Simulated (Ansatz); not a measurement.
# F8Re2: the cost of one run

Method: the levels named in each step, in Ansatz 0.2.0.

## Step 1: Starting point

Bond lengths: F1–Re2 1.784 Å, Re2–F3 1.784 Å, Re2–F4 1.784 Å, Re2–F5 1.784 Å, Re2–Re6 2.444 Å, Re6–F7 1.784 Å, Re6–F8 1.784 Å, Re6–F9 1.784 Å, Re6–F10 1.784 Å. Angles (14 of 20 angles, heavy atoms first): F1–Re2–F3 168.3°, F1–Re2–F4 89.4°, F1–Re2–F5 89.4°, F1–Re2–Re6 95.8°, F3–Re2–F4 89.4°, F3–Re2–F5 89.4°, F3–Re2–Re6 95.8°, F4–Re2–F5 168.3°, F4–Re2–Re6 95.8°, F5–Re2–Re6 95.8°, Re2–Re6–F7 95.8°, Re2–Re6–F8 95.8°, Re2–Re6–F9 95.8°, Re2–Re6–F10 95.8°.

As a file:

```xyz
10

F    -1.2011   -1.8368   -0.5510
Re   -0.4876   -0.2906   -1.0824
F     0.0808    1.1691   -1.9356
F     0.9355   -1.1777   -1.6905
F    -2.0558    0.5100   -0.7961
Re    0.4876    0.2906    1.0824
F     1.1843    1.8461    0.5561
F    -0.0808   -1.1691    1.9356
F    -0.9426    1.1608    1.6983
F     2.0629   -0.4931    0.7883
```

## Step 2: A rough first relaxation, PBE-D4/def2-SVP

This run stands in another session on the same molecule. It ended at:

```xyz
10

F    -1.2307   -1.9066   -0.5325
Re   -0.4510   -0.2697   -1.0029
F     0.1017    1.2328   -1.9755
F     0.9969   -1.2151   -1.7232
F    -2.1254    0.5410   -0.7849
Re    0.4478    0.2715    1.0039
F     1.2195    1.9129    0.5359
F    -0.0975   -1.2351    1.9742
F    -1.0036    1.2091    1.7276
F     2.1255   -0.5313    0.7824
```

## Step 3: Relaxation, PBE0-D4/def2-TZVP

This run stands in another session on the same molecule. It ended at:

```xyz
10

F    -1.2218   -1.8809   -0.5576
Re   -0.4448   -0.2640   -0.9850
F     0.0805    1.2023   -1.9722
F     0.9633   -1.1978   -1.7239
F    -2.1047    0.5192   -0.8060
Re    0.4414    0.2659    0.9860
F     1.2157    1.8843    0.5595
F    -0.0811   -1.2020    1.9724
F    -0.9679    1.1969    1.7261
F     2.1025   -0.5146    0.8057
```

## Step 4: Relaxation, PBE0-D4/def2-SVP

Contents of input.yaml:

```yaml
crystal:
  periodic: [false, false, false]
  atoms:
    - { symbol: F, position_ang: [-1.2218498, -1.88092387, -0.55763599] }
    - { symbol: Re, position_ang: [-0.44480072, -0.26403197, -0.98499376] }
    - { symbol: F, position_ang: [0.08051882, 1.20233571, -1.97220398] }
    - { symbol: F, position_ang: [0.96334971, -1.19781692, -1.72385929] }
    - { symbol: F, position_ang: [-2.10469804, 0.51923133, -0.80599707] }
    - { symbol: Re, position_ang: [0.44144017, 0.26590209, 0.98600645] }
    - { symbol: F, position_ang: [1.21573809, 1.88432761, 0.55946364] }
    - { symbol: F, position_ang: [-0.0811275, -1.20199619, 1.97240259] }
    - { symbol: F, position_ang: [-0.96787292, 1.1969292, 1.72613523] }
    - { symbol: F, position_ang: [2.10250219, -0.51459698, 0.80574216] }
basis:
  gaussian: { orbitals: def2-SVP }
hamiltonian:
  xc: pbe0
  dispersion: d4
relax:
  f_tol: 0.004
  max_steps: 80
```

Started as:

```
$ ansatz run input.yaml --threads 4 --pin off --max-ram 10240MiB --backend cpu --events-out ev --progress --plain --runs-dir out
```

Q: Estimate wall time and peak memory on 4 threads of Arm Neoverse V1, shared host.

About 38 s, with a peak of 0.71 GiB.
